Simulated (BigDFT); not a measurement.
BPH6 in BigDFT: the effect of solvent model

Molecule: BPH6, in a box.

```xyz
8
Lattice="13.0000 0.0000 0.0000 0.0000 12.0000 0.0000 0.0000 0.0000 13.0000" Properties=species:S:1:pos:R:3 pbc="T T T"
B     5.8921    6.2937    5.5746
P     6.8820    5.8849    7.1563
H     4.7548    6.4096    5.9685
H     6.0803    5.3363    4.8606
H     6.3927    7.3207    5.1787
H     6.8669    6.8222    8.2074
H     8.2713    5.6862    7.0357
H     6.5374    4.7213    7.8712
```

Alike in all runs:

```yaml
Program: BigDFT 1.9.6
Task: single point
Functional: PBE
Potentials_or_basis: GTH-PBE (B q3, H q1, P q5)
Grid_spacing: 0.28 bohr
Occupations: fixed
Spin: no spin polarisation
```

```csv
solvent model,largest force (eV/Å)
vacuum,?
sccs,0.36
UFF,0.34
Bondi,0.51
Pauling,31.23
```

Problem. What does the run with solvent model vacuum give?

Solution. Largest force 0.33 eV/Å.

Caveats: boundaries are free: the box only frames the coordinates; the molecule sits in an implicit solvent (some runs).
